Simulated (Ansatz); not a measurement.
# TeW: magnetic states

One table from this session's results is given with a row withheld; the runs are named, their logs left out.

Computed with Ansatz 0.2.0 (DFT PBE, scalar-relativistic, plane waves, PAW, unless a step's input says otherwise).

2 further runs of the same task are left out: 2 set aside as unsound or not needed.

## The starting structure

Symmetry: Fm-3m, No. 225, cubic system. Conventional cell: a = 5.664 Å, b = 5.664 Å, c = 5.664 Å, α = 90.00°, β = 90.00°, γ = 90.00°. W (site symmetry m-3m) is surrounded by 6 Te at 2.83 Å. Te (site symmetry m-3m) is surrounded by 6 W at 2.83 Å.

Coordinates:

```cif
data_structure
_symmetry_space_group_name_H-M 'P 1'
_symmetry_Int_Tables_number 1
_cell_length_a 4.0051
_cell_length_b 4.0051
_cell_length_c 4.0051
_cell_angle_alpha 60.000
_cell_angle_beta 60.000
_cell_angle_gamma 60.000
_cell_volume 45.43
loop_
_atom_site_label
_atom_site_type_symbol
_atom_site_fract_x
_atom_site_fract_y
_atom_site_fract_z
_atom_site_occupancy
W1 W 0.00000 0.00000 0.00000 1
Te1 Te 0.50000 0.50000 0.50000 1
```

It is the result of an earlier relaxation at this level (volume 22.71 Å³/atom; gap on the mesh: none (metal), site moments up to 1.7 μB).

The structure is invented: a known structure type filled with these elements, not a reported compound.

Set-up of the first run:

The input, input.yaml:

```yaml
crystal:
  lattice:
    - [0.0, 2.8320154625, 2.8320154625]
    - [2.8320154625, 0.0, 2.8320154625]
    - [2.8320154625, 2.8320154625, 0.0]
  atoms:
    - { symbol: W, position: [0.0, 0.0, 0.0] }
    - { symbol: Te, position: [0.5, 0.5, 0.5] }
basis:
  ecutwfc: 420
kpoints:
  mp_grid: { grid: [14, 14, 14] }
hamiltonian:
  xc: pbe
scf:
  occupations: { method: gaussian, width: 0.1 }
  lower_state_search: "off"
output:
  forces: true
  stress: true
  eigenvalues: true
```

Started as:

```bash
$ ansatz run input.yaml --threads 1 --pin off --max-ram 2560MiB --backend cpu --events-out ev --progress --plain --runs-dir out
```

Steps of the session up to this table: Magnetic start: no spin polarisation; Magnetic start: ferromagnetic; Start: large parallel starting moments; Start: antiferromagnetic, doubled cell, propagation vector (0, 0, 1/2); Magnetic start: antiferromagnetic, doubled cell, propagation vector (0, 1/2, 1/2); Magnetic start: small parallel starting moments.

One of the session's tables, all rows but one given; the rest of the session is left out.

It belongs to the step «The magnetic starts in order of energy». 

| start | energy above the lowest (meV/atom) |
| --- | --- |
| antiferromagnetic, doubled cell, propagation vector (0, 1/2, 1/2) | 0.00 |
| ferromagnetic | 13.3 |
| large parallel starting moments | 13.3 |
| small parallel starting moments | 13.3 |
| antiferromagnetic, doubled cell, propagation vector (0, 0, 1/2) | ? |
| no spin | 91.8 |

**Question.** Estimate the row for antiferromagnetic, doubled cell, propagation vector (0, 0, 1/2).

**Answer.** energy above the lowest (meV/atom): 55.5. In the column «energy above the lowest (meV/atom)» it lies between small parallel starting moments (13.3) and no spin (91.8).
